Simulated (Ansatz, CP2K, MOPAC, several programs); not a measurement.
Energy against volume for Si₃Ge, ordered on the diamond lattice (P-4m2) with 4 atoms a cell, at fixed shape and fractional coordinates, computed by several methods (PBE and r2SCAN, where shown, with plane waves in Ansatz); the cell shown is that of r2SCAN. With free coordinates or axes held, a curve is too stiff, and on another method's shape its minimum isn't the method's own volume. The symmetry is P-4m2 (No. 115, tetragonal); a = 3.888 Å, c = 5.484 Å in the conventional setting, 20.72 Å³ an atom. Si has 2 Si at 2.36 Å and 2 Ge at 2.39 Å; Si has 4 Si at 2.36 Å; Ge has 4 Si at 2.39 Å. Computed, not measured; no magnetism was allowed, and whether the structure is a known phase isn't checked. Energies count from each curve's lowest point; fits are third-order Birch-Murnaghan.

```
CELL_PARAMETERS angstrom
3.88810 0.00000 0.00000
0.00000 3.88810 0.00000
0.00000 0.00000 5.48368
ATOMIC_POSITIONS crystal
Si 0.50000 0.00000 0.75488
Si 0.50000 0.50000 0.00000
Si 0.00000 0.50000 0.24512
Ge 0.00000 0.00000 0.50000
```

**Question.** PBE/SZV (CP2K), on the shape of the cell shown, gives
```
V (Å³/atom)  E (meV/atom)
     18.238        203.18
     19.481         74.57
     20.725         12.61
     21.968          0.00
     23.212         23.81
```
What equilibrium volume and bulk modulus follow?

**Answer.** V₀ = 21.72 Å³ an atom and B₀ = 87 GPa.

**Question.** PBE/DZVP (CP2K), on the shape of the cell shown, gives
```
V (Å³/atom)  E (meV/atom)
     18.238        135.75
     19.481         38.86
     20.725          0.00
     21.968          3.59
     23.212         38.07
```
What equilibrium volume and bulk modulus follow?

**Answer.** V₀ = 21.21 Å³ an atom and B₀ = 82 GPa.

**Question.** PM7 (MOPAC), on the shape of the cell shown, as a cluster of 72 atoms at the zone centre, gives
```
V (Å³/atom)  E (meV/atom)
     18.238          0.00
     19.481         23.78
     20.725        127.48
     21.968        289.38
     23.212        493.16
```
What equilibrium volume and bulk modulus follow?

**Answer.** V₀ = 18.54 Å³ an atom and B₀ = 194 GPa. The lowest point lies at an end of the range, so the fit is barely bracketed.

PBE, on the shape of its own relaxed cell:
```
V (Å³/atom)  E (meV/atom)
     19.900         21.74
     20.535          5.15
     21.170          0.00
     21.805          4.59
     22.440         17.44
```
V₀ = 21.17 Å³ an atom and B₀ = 82 GPa.

**Question.** r2SCAN, on the shape of its own relaxed cell, gives
```
V (Å³/atom)  E (meV/atom)
     19.481         23.64
     20.103          5.59
     20.725          0.00
     21.346          5.02
     21.968         19.07
```
What equilibrium volume and bulk modulus follow?

**Answer.** V₀ = 20.72 Å³ an atom and B₀ = 91 GPa.
